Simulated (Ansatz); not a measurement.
# CdTe: the cost of one run

Method: DFT LDA, scalar-relativistic, plane waves, PAW, in Ansatz 0.2.0.

The COD entry's cell or inner coordinates are ideal or old and differ from later refinements, so a difference from it is no clean test against experiment.

2 further runs of the same task are left out: 2 set aside as unsound or not needed.

## (1) Starting point

The structure is cubic, space group F-43m (No. 216). Conventional cell: a = 6.409 Å, b = 6.409 Å, c = 6.409 Å, α = 90.00°, β = 90.00°, γ = 90.00°. Cd (site symmetry -43m) is surrounded by 4 Te at 2.78 Å. Around Te (site symmetry -43m) lie 4 Cd at 2.78 Å.

As a file:

```
Cd Te
1.0
     0.00000    3.20434    3.20434
     3.20434    0.00000    3.20434
     3.20434    3.20434    0.00000
Cd Te
1 1
Direct
  0.00000 0.00000 0.00000
  0.75000 0.75000 0.75000
```

It is the result of an earlier relaxation at this level (volume 32.90 Å³/atom; gap on the mesh: 0.61 eV).

## (2) Relaxing at 7 GPa

At a set pressure the run lowers the enthalpy E + PV, so the energy alone may rise along the way.

input.yaml reads:

```yaml
crystal:
  lattice:
    - [0.0, 3.2043397017, 3.2043397017]
    - [3.2043397017, 0.0, 3.2043397017]
    - [3.2043397017, 3.2043397017, 0.0]
  atoms:
    - { symbol: Cd, position: [0.0, 0.0, 0.0] }
    - { symbol: Te, position: [0.75, 0.75, 0.75] }
basis:
  ecutwfc: 420
kpoints:
  mp_grid: { grid: [8, 8, 8] }
hamiltonian:
  xc: lda
scf:
  occupations: { method: fixed }
output:
  forces: true
  stress: true
  eigenvalues: true
relax:
  adjacent_minimum: "off"
  f_tol: 0.001
  max_steps: 60
  cell: { stress_tol: 0.02, p_target: 7.0 }
```

Run with:

```console
ansatz run input.yaml --threads 1 --pin off --max-ram 3072MiB --backend cpu --events-out ev --progress --plain --runs-dir out
```

What time and memory should one allow on 1 thread of AMD EPYC (Zen 3), shared host?

About 49 s, with a peak of 0.38 GiB.
